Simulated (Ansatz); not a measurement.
# CH3Cl3Ge: small, medium and large basis sets

One table from this session's results is given with a row withheld; the runs are named, their logs left out.

Program: Ansatz 0.2.0, Gaussian basis. Level of theory: one geometry, several basis sets. These are calculated values, not measurements.

Plan: PBE0-D4/def2-SVP; ωB97M-V/def2-SVP; PBE0-D4/def2-QZVPP; ωB97M-V/def2-QZVPP; the functionals' def2-TZVPP values are taken from earlier runs.

## The relaxed structure

The geometry comes from an earlier relaxation with PBE0-D4 in a triple-zeta def2 set; it is a stationary point, not always the lowest conformer.

8 atoms, charge 0, spin multiplicity 1.

Atoms are counted from 1 here; the program's logs count them from 0.

Bond lengths: C1–Ge2 1.926 Å, C1–H6 1.090 Å, C1–H7 1.090 Å, C1–H8 1.090 Å, Ge2–Cl3 2.135 Å, Ge2–Cl4 2.135 Å, Ge2–Cl5 2.135 Å. Angles: Ge2–C1–H6 109.0°, Ge2–C1–H7 108.9°, Ge2–C1–H8 109.0°, H6–C1–H7 110.0°, H6–C1–H8 110.0°, H7–C1–H8 110.0°, C1–Ge2–Cl3 111.4°, C1–Ge2–Cl4 111.3°, C1–Ge2–Cl5 111.3°, Cl3–Ge2–Cl4 107.5°, Cl3–Ge2–Cl5 107.5°, Cl4–Ge2–Cl5 107.5°.

The first run:

Contents of in.yaml:

```yaml
crystal:
  periodic: [false, false, false]
  atoms:
    - {symbol: C, position_ang: [-0.721670, -0.204536, 0.818488]}
    - {symbol: Ge, position_ang: [0.537254, 0.134136, -0.598816]}
    - {symbol: Cl, position_ang: [2.175548, -1.233704, -0.527280]}
    - {symbol: Cl, position_ang: [-0.380802, -0.061273, -2.516948]}
    - {symbol: Cl, position_ang: [1.341063, 2.108260, -0.468186]}
    - {symbol: H, position_ang: [-1.109015, -1.217626, 0.713603]}
    - {symbol: H, position_ang: [-1.536809, 0.515098, 0.746901]}
    - {symbol: H, position_ang: [-0.213469, -0.097354, 1.776437]}
basis:
  gaussian: {orbitals: def2-SVP}
hamiltonian: {xc: pbe0, dispersion: d4}
output: {orbitals: {seedname: orbitals}}
```

Run with:

```console
$ ansatz run in.yaml --threads 4 --pin off --events-out ev --progress --plain --max-ram 10444MiB
```

Among the steps run: PBE0-D4 in def2-SVP; ωB97M-V in def2-SVP; PBE0-D4 in def2-QZVPP; ωB97M-V in def2-QZVPP.

One of the session's tables, all rows but one given; the rest of the session is left out.

```
functional       basis  HOMO (eV)
   PBE0-D4    def2-SVP      -8.99
   PBE0-D4  def2-TZVPP          ?
   PBE0-D4  def2-QZVPP      -9.19
   ωB97M-V    def2-SVP     -11.20
   ωB97M-V  def2-TZVPP     -11.41
   ωB97M-V  def2-QZVPP     -11.45
```

Q: Estimate the row for PBE0-D4, def2-TZVPP from the others.

The run gave: HOMO (eV): -9.17. In the column «HOMO (eV)» it lies between PBE0-D4, def2-QZVPP (-9.19) and PBE0-D4, def2-SVP (-8.99).
